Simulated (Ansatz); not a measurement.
The system is Hf2Pd2Se2Br2O3.

```
CELL_PARAMETERS angstrom
3.72613 0.00000 0.00000
-1.86306 3.22692 0.00000
0.00000 0.00000 17.00867
ATOMIC_POSITIONS crystal
Hf 0.66667 0.33333 0.93385
Hf 0.33333 0.66667 0.06615
Pd 0.00000 0.00000 0.30298
Pd 0.00000 0.00000 0.69702
Se 0.33333 0.66667 0.22649
Se 0.66667 0.33333 0.77351
Br 0.66667 0.33333 0.39862
Br 0.33333 0.66667 0.60138
O 0.33333 0.66667 0.92689
O 0.66667 0.33333 0.07311
O 0.00000 0.00000 0.00000
```

The cell was built by a generator and needn't be a form met in nature.

Base run:

```yaml
Program: Ansatz 0.2.0
Functional: PBE
Potentials_or_basis: Ansatz PAW
Cutoff: "420 eV (not typed: the program's choice for these potentials)"
k_mesh: 8 × 8 × 2
Occupations: fermi-dirac, width 0.05 eV
Spin: no spin polarisation
Hubbard_terms: Hf d U = 6 eV, Pd d U = 6 eV
```

Its results: band gap on the k mesh none (metal or under the smearing width); pressure 3.6 GPa; largest force 1.365 eV/Å.

The run is repeated on the same cell with these changes: hubbard terms from Hf d U = 6 eV, Pd d U = 6 eV to Hf d U = 4 eV, Pd d U = 4 eV. What comes out?

Band gap on the k mesh none (metal or under the smearing width); pressure 2.2 GPa; largest force 0.786 eV/Å.

Caveats: this functional lacks dispersion, which binds the layers, so the pressure and a relaxed spacing across them are unreliable; U without spin polarisation on a metal has little footing; forces of over 1 eV/Å show positions far from the minimum, so gaps and moduli don't describe the material at rest (some runs).
